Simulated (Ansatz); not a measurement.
# C2H7FO2Si: a ladder of functionals and wavefunction methods

How much do the methods differ for C2H7FO2Si? The plan is to run it at one geometry with functionals of several rungs and with coupled cluster, and see how far each lands from CCSD(T) at the basis-set limit for the atomisation energy.

Program: Ansatz 0.2.0, Gaussian basis. Level of theory: functionals in def2-TZVPP, the program's frozen cores in correlated methods. These are calculated values, not measurements.

Levels to be run: LDA (SPW92), PBE-D4, revPBE-D4, BLYP-D4, r2SCAN-D4, B97M-V, PBE0-D4, B3LYP-D4, r2SCANh-D4, r2SCAN0-D4, HSE06-D4, BHLYP-D4, CAM-B3LYP-D4, LC-ωPBE, ωB97X-V, ωB97M-V, B2PLYP, PBE-QIDH; CCSD(T)/def2-SVP; CCSD(T)/def2-TZVPP; MP2/def2-QZVPP; extrapolation to the limit; RPA on PBE.

## 1. The geometry

The geometry comes from an earlier relaxation with PBE0-D4 in a triple-zeta def2 set; it is a stationary point, not always the lowest conformer.

13 atoms, charge 0, spin multiplicity 1.

Atoms are counted from 1 here; the program's logs count them from 0.

Bond lengths: C1–O2 1.411 Å, C1–H7 1.095 Å, C1–H8 1.094 Å, C1–H9 1.091 Å, O2–Si3 1.623 Å, Si3–F4 1.597 Å, Si3–O5 1.612 Å, Si3–H10 1.471 Å, O5–C6 1.413 Å, C6–H11 1.094 Å, C6–H12 1.091 Å, C6–H13 1.093 Å. Angles: O2–C1–H7 111.2°, O2–C1–H8 111.3°, O2–C1–H9 108.1°, H7–C1–H8 108.8°, H7–C1–H9 108.4°, H8–C1–H9 108.8°, C1–O2–Si3 125.9°, O2–Si3–F4 107.7°, O2–Si3–O5 108.9°, O2–Si3–H10 113.8°, F4–Si3–O5 111.3°, F4–Si3–H10 107.2°, O5–Si3–H10 108.0°, Si3–O5–C6 126.6°, O5–C6–H11 110.9°, O5–C6–H12 108.0°, O5–C6–H13 111.2°, H11–C6–H12 108.8° and more.

## 2. LDA

This LDA is Slater exchange with PW92 correlation.

Input file in.yaml:

```yaml
crystal:
  periodic: [false, false, false]
  atoms:
    - {symbol: C, position_ang: [0.298782, -2.150321, 0.698500]}
    - {symbol: O, position_ang: [0.488442, -0.778130, 0.428823]}
    - {symbol: Si, position_ang: [0.203646, -0.037954, -0.987596]}
    - {symbol: F, position_ang: [-1.244614, -0.488906, -1.487527]}
    - {symbol: O, position_ang: [0.276717, 1.557220, -0.766538]}
    - {symbol: C, position_ang: [-0.358329, 2.296465, 0.257073]}
    - {symbol: H, position_ang: [1.002167, -2.766704, 0.128821]}
    - {symbol: H, position_ang: [-0.721157, -2.465797, 0.459815]}
    - {symbol: H, position_ang: [0.478020, -2.315375, 1.761780]}
    - {symbol: H, position_ang: [1.159046, -0.394274, -2.047347]}
    - {symbol: H, position_ang: [-1.438840, 2.340434, 0.092802]}
    - {symbol: H, position_ang: [0.041013, 3.311082, 0.236679]}
    - {symbol: H, position_ang: [-0.164392, 1.857558, 1.239514]}
basis:
  gaussian: {orbitals: def2-TZVPP}
hamiltonian: {xc: lda}
output: {orbitals: {seedname: orbitals}}
```

After this run come: PBE-D4 (GGA); revPBE-D4 (GGA); BLYP-D4 (GGA); r2SCAN-D4 (meta-GGA); B97M-V (meta-GGA); PBE0-D4 (hybrid); B3LYP-D4 (hybrid); r2SCANh-D4 (hybrid); r2SCAN0-D4 (hybrid); HSE06-D4 (hybrid); BHLYP-D4 (hybrid); CAM-B3LYP-D4 (range-separated); LC-ωPBE (range-separated); ωB97X-V (range-separated); ωB97M-V (range-separated); B2PLYP (double hybrid); PBE-QIDH (double hybrid); CCSD(T) in def2-SVP; CCSD(T) in def2-TZVPP; MP2 in def2-QZVPP; RPA on PBE orbitals.

Q: Predict the results of all the runs planned. Wanted: atomisation energy, CCSD(T)/CBS; farthest beyond LDA; mean size of error, GGA; mean size of error, meta-GGA; mean size of error, hybrid; mean size of error, range-separated; mean size of error, double hybrid; gap, smallest and largest; T1 diagnostic.

As calculated:

```
                               quantity                                              value
        atomisation energy, CCSD(T)/CBS                                          53.706 eV
    functionals within 0.269 eV (0.5 %)  r2SCAN-D4, B97M-V, CAM-B3LYP-D4, ωB97X-V, ωB97M-V
                    farthest beyond LDA                               BHLYP-D4 (-1.856 eV)
                mean size of error, GGA                                           0.576 eV
           mean size of error, meta-GGA                                           0.172 eV
             mean size of error, hybrid                                           0.776 eV
    mean size of error, range-separated                                           0.167 eV
      mean size of error, double hybrid                                           0.689 eV
              gap, smallest and largest          7.18 eV (LDA (SPW92)), 14.71 eV (LC-ωPBE)
                          T1 diagnostic                                             0.0113
triples share of the correlation energy                                              3.3 %
```

What this shows: LDA overbinds by 7.434 eV (14 %). PBE-D4 is off by +0.501 eV. Double hybrids carry the basis error of their MP2 part in triple zeta, and no dispersion term here, so their miss is partly the set-up's. The rungs range-separated, meta-GGA miss on average by less than the doubt on the reference (0.269 eV), so they tie. Misses under about 0.269 eV are within the doubt on the reference itself, which lacks core-valence correlation, relativity and higher excitations. Hartree-Fock recovers 73 % of the binding; the rest is correlation. CCSD(T) in def2-SVP is off by -3.475 eV, worse than the median functional, from the basis alone. Orbital gaps span 7.2 to 14.7 eV; exact exchange widens them.
